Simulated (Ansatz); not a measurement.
# CH₉AlSSi₂: small, medium and large basis sets

An exercise on one series of results from a longer session: the logs are not shown, and one member is left open.

The runs use Ansatz 0.2.0, Gaussian basis; one geometry, several basis sets.

The runs, in order: PBE0-D4/def2-SVP; ωB97M-V/def2-SVP; PBE0-D4/def2-QZVPP; ωB97M-V/def2-QZVPP; the functionals' def2-TZVPP values are taken from earlier runs.

### The relaxed structure

An earlier PBE0-D4 in a triple-zeta def2 set relaxation fixed the geometry.

SMILES `C[SiH](S)[SiH2][AlH2]`, 14 atoms, charge 0, spin multiplicity 1.

Atoms are counted from 1 here; the program's logs count them from 0.

Bond lengths: C1–Si2 1.868 Å, C1–H6 1.092 Å, C1–H7 1.092 Å, C1–H8 1.094 Å, Si2–S3 2.239 Å, Si2–Si4 2.331 Å, Si2–H9 1.489 Å, S3–H10 1.346 Å, Si4–Al5 2.474 Å, Si4–H11 1.490 Å, Si4–H12 1.496 Å, Al5–H13 1.591 Å, Al5–H14 1.592 Å. Angles: Si2–C1–H6 111.3°, Si2–C1–H7 111.0°, Si2–C1–H8 109.1°, H6–C1–H7 109.0°, H6–C1–H8 108.5°, H7–C1–H8 107.8°, C1–Si2–S3 108.6°, C1–Si2–Si4 126.2°, C1–Si2–H9 110.4°, S3–Si2–Si4 95.2°, S3–Si2–H9 98.6°, Si4–Si2–H9 112.7°, Si2–S3–H10 95.0°, Si2–Si4–Al5 84.0°, Si2–Si4–H11 112.4°, Si2–Si4–H12 104.9°, Al5–Si4–H11 127.1°, Al5–Si4–H12 115.6° and more.

The first run:

in.yaml

```yaml
crystal:
  periodic: [false, false, false]
  atoms:
    - {symbol: C, position_ang: [-2.232643, 0.664117, 0.680875]}
    - {symbol: Si, position_ang: [-0.741888, 0.245240, -0.363898]}
    - {symbol: S, position_ang: [0.929665, 1.628780, 0.189907]}
    - {symbol: Si, position_ang: [0.535783, -1.698884, -0.222173]}
    - {symbol: Al, position_ang: [2.425352, -0.182865, -0.724491]}
    - {symbol: H, position_ang: [-2.507908, 1.715673, 0.577173]}
    - {symbol: H, position_ang: [-2.045059, 0.447926, 1.734483]}
    - {symbol: H, position_ang: [-3.078972, 0.050803, 0.358684]}
    - {symbol: H, position_ang: [-0.948372, 0.695913, -1.767467]}
    - {symbol: H, position_ang: [1.032060, 1.186798, 1.457230]}
    - {symbol: H, position_ang: [0.005141, -2.791695, -1.085196]}
    - {symbol: H, position_ang: [0.417140, -2.133067, 1.204370]}
    - {symbol: H, position_ang: [3.690863, -0.127666, 0.237646]}
    - {symbol: H, position_ang: [2.505839, 0.269826, -2.248342]}
basis:
  gaussian: {orbitals: def2-SVP}
hamiltonian: {xc: pbe0, dispersion: d4}
output: {orbitals: {seedname: orbitals}}
```

Launch:

```
> ansatz run in.yaml --threads 4 --pin off --events-out ev --progress --plain --max-ram 10444MiB
```

Among the steps run: PBE0-D4 in def2-SVP; ωB97M-V in def2-SVP; PBE0-D4 in def2-QZVPP; ωB97M-V in def2-QZVPP.

One table of the session follows, with a row left open; its other results are not shown here.

It belongs to the step «Density functionals: the series». 

| functional | basis | HOMO (eV) |
| --- | --- | --- |
| PBE0-D4 | def2-SVP | -6.85 |
| PBE0-D4 | def2-TZVPP | -6.80 |
| PBE0-D4 | def2-QZVPP | -6.80 |
| ωB97M-V | def2-SVP | -8.76 |
| ωB97M-V | def2-TZVPP | -8.74 |
| ωB97M-V | def2-QZVPP | ? |

**Question.** Estimate the row for ωB97M-V, def2-QZVPP.

**Answer.** HOMO (eV): -8.75. In the column «HOMO (eV)» it lies between ωB97M-V, def2-SVP (-8.76) and ωB97M-V, def2-TZVPP (-8.74).
